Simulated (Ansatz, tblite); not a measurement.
**The cluster B4Cl+: one state, many levels**

An exercise on one series of results from a longer session: the logs are not shown, and one member is left open.

The runs use Ansatz 0.2.0, Gaussian basis; as each input shows.

The runs, in order: GFN1-xTB, GFN2-xTB, PBE-D4/def2-TZVP, r2SCAN-D4/def2-TZVP, B2PLYP/def2-TZVP, ωB97X-V/def2-TZVP, B97M-V/def2-TZVP, PBE-D4/def2-SVP, PBE0-D4/def2-SVP, CCSD(T)/def2-TZVPP, MP2/def2-TZVP.

2 further runs of the same task are left out: 2 set aside as unsound or not needed.

## The structure

The singlet was relaxed beforehand with r2SCAN-D4/def2-SVP. At that level it is the lowest of the isomers that a small search found.

5 atoms, charge 1, spin multiplicity 1.

Bond lengths: B1–B4 1.616 Å, B1–Cl5 1.627 Å, B2–B3 1.520 Å, B2–B4 1.610 Å, B3–B4 1.610 Å. Angles: B4–B1–Cl5 180.0°, B3–B2–B4 61.8°, B2–B3–B4 61.8°, B1–B4–B2 151.8°, B1–B4–B3 151.8°, B2–B4–B3 56.3°.

As a file:

```csv
atom,x (Å),y (Å),z (Å)
B1,0.5980,0.1200,-1.0468
B2,-1.4923,-0.4770,1.2030
B3,-0.3076,0.1159,1.9476
B4,-0.1996,-0.0400,0.3490
Cl5,1.4016,0.2812,-2.4528
```

The ion is computed in the gas phase, without counter-ions or solvent.

PBE0-D4/def2-TZVP was run before; its log isn't repeated, and its numbers join the tables.

Set-up of the first run:

Tight binding, by tblite at 300 K electronic temperature and without a spin-polarisation term:

```python
tblite.interface.Calculator('GFN1-xTB', numbers, positions, charge=1, uhf=0).singlepoint()
```

Tight binding, by tblite at 300 K electronic temperature and without a spin-polarisation term:

```python
tblite.interface.Calculator('GFN2-xTB', numbers, positions, charge=1, uhf=0).singlepoint()
```

start.molden holds the orbitals of an earlier run on this state, given as this run's starting guess.

Input file in.yaml:

```yaml
crystal:
  periodic: [false, false, false]
  atoms:
    - {symbol: B, position_ang: [0.598001, 0.119974, -1.046798]}
    - {symbol: B, position_ang: [-1.492329, -0.477000, 1.203023]}
    - {symbol: B, position_ang: [-0.307637, 0.115868, 1.947581]}
    - {symbol: B, position_ang: [-0.199634, -0.040008, 0.348976]}
    - {symbol: Cl, position_ang: [1.401599, 0.281176, -2.452782]}
basis:
  gaussian: {orbitals: def2-TZVP, initial_orbitals: start.molden}
total_charge: 1
hamiltonian: {xc: pbe, dispersion: d4}
scf: {omitted_lower_state_checks: [starts]}
output: {forces: true, orbitals: {seedname: orbitals}}
```

On the command line:

```
$ ansatz run in.yaml --threads 4 --pin off --events-out ev --progress --plain --max-ram 4787MiB
```

Among the steps run: PBE-D4/def2-TZVP; r2SCAN-D4/def2-TZVP; B2PLYP/def2-TZVP; ωB97X-V/def2-TZVP; B97M-V/def2-TZVP; PBE-D4/def2-SVP; PBE0-D4/def2-SVP; CCSD(T)/def2-TZVPP; MP2/def2-TZVP.

One table of the session follows, with a row left open; its other results are not shown here.

```
              level  HOMO (eV)  LUMO (eV)  gap (eV)
    PBE-D4/def2-SVP     -12.14     -10.33      1.81
   PBE-D4/def2-TZVP     -12.10     -10.28      1.81
r2SCAN-D4/def2-TZVP     -12.25     -10.09      2.16
   B97M-V/def2-TZVP     -12.13      -9.82      2.31
   PBE0-D4/def2-SVP     -13.00      -9.31      3.69
  PBE0-D4/def2-TZVP          ?          ?         ?
  ωB97X-V/def2-TZVP     -14.96      -6.89      8.07
```

Q: Estimate the row for PBE0-D4/def2-TZVP from the others.

**Answer.** HOMO (eV): -12.94; LUMO (eV): -9.25; gap (eV): 3.69. In the column «HOMO (eV)» it lies between PBE0-D4/def2-SVP (-13.00) and r2SCAN-D4/def2-TZVP (-12.25).
